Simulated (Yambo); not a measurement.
**BiTe: optical spectrum by the Bethe-Salpeter equation with PBEsol**

BiTe:

```xyz
2
Lattice="2.4227 1.3988 3.3173 -2.4227 1.3988 3.3173 0.0000 -2.7975 3.3173" Properties=species:S:1:pos:R:3 pbc="T T T"
Bi    0.0000    0.0000    4.9759
Te    0.0000    0.0000    0.0000
```

The cell comes from a database or a generator and needn't be the stable form of this composition.

- Program: Yambo 5.3.0
- Task: optical spectrum by the Bethe-Salpeter equation
- Functional: PBEsol
- Potentials or basis: PseudoDojo 0.4.1 SR PBEsol standard
- Cutoff: 1088 eV
- Density cutoff: 4354 eV
- k mesh: 8 × 8 × 8
- Occupations: fermi-dirac, width 0.05 eV
- Spin: no spin polarisation
- k mesh of the self-consistent run: 8 × 8 × 8
- Random integration of the Coulomb term: yes
- Direction of the field or of q to 0: x
- Broadening: 0.1 eV
- Kernel: Hartree (RPA with local fields)
- Terms kept: resonant and antiresonant, uncoupled
- Solver: Haydock recursion
- Top of the energy range: 20 eV
- Energy points: 200
- Correction of the levels: none
- Bands of the transition space (first, last): [13, 21]
- Bands in the response: 41
- Cutoff of the response matrix: 3 Ry
- Cutoff of exchange and Vxc: 20 Ry

```json
{
 "Band gap on the k mesh, mean-field level": "none (metal or under the smearing width)"
}
```

Dielectric function (along the field direction of the input):
```csv
energy (eV),real part,imaginary part
0.30,7.09,96.95
0.80,-10.15,13.26
1.31,14.46,22.00
1.81,-3.68,13.07
2.31,-2.54,8.10
2.81,-1.44,6.65
3.32,-2.45,3.62
3.82,-1.37,2.12
4.32,0.12,1.18
4.82,0.78,0.92
5.33,1.56,1.25
5.83,2.33,2.58
6.33,1.74,3.75
6.83,1.55,2.52
7.34,0.64,4.49
7.84,-0.81,2.98
8.34,-0.81,2.19
8.84,-0.34,2.66
9.35,-0.71,1.20
9.85,-0.62,1.70
10.35,-0.76,0.97
10.85,-0.56,0.55
11.36,-0.41,0.80
11.86,-0.39,0.60
12.36,-0.32,0.35
12.86,-0.15,0.35
13.37,0.05,0.19
13.87,0.04,0.18
14.37,0.08,0.07
14.87,0.18,0.03
15.38,0.28,0.02
15.88,0.36,0.01
16.38,0.41,0.01
16.88,0.46,0.01
17.39,0.50,0.01
17.89,0.54,0.01
18.39,0.57,0.01
18.89,0.60,0.01
19.40,0.62,0.00
20.00,0.65,0.00
```

It took 5.8 min on 1 thread of Intel(R) Xeon(R) Platinum 8488C (Sapphire Rapids), on a shared host.

Caveat: the intraband (Drude) term of the metal is left out; the ground state has no gap, which makes the many-body step unreliable; spectra need much finer meshes, so this one isn't converged; spin-orbit coupling is left out, which moves the levels of the heavy elements.
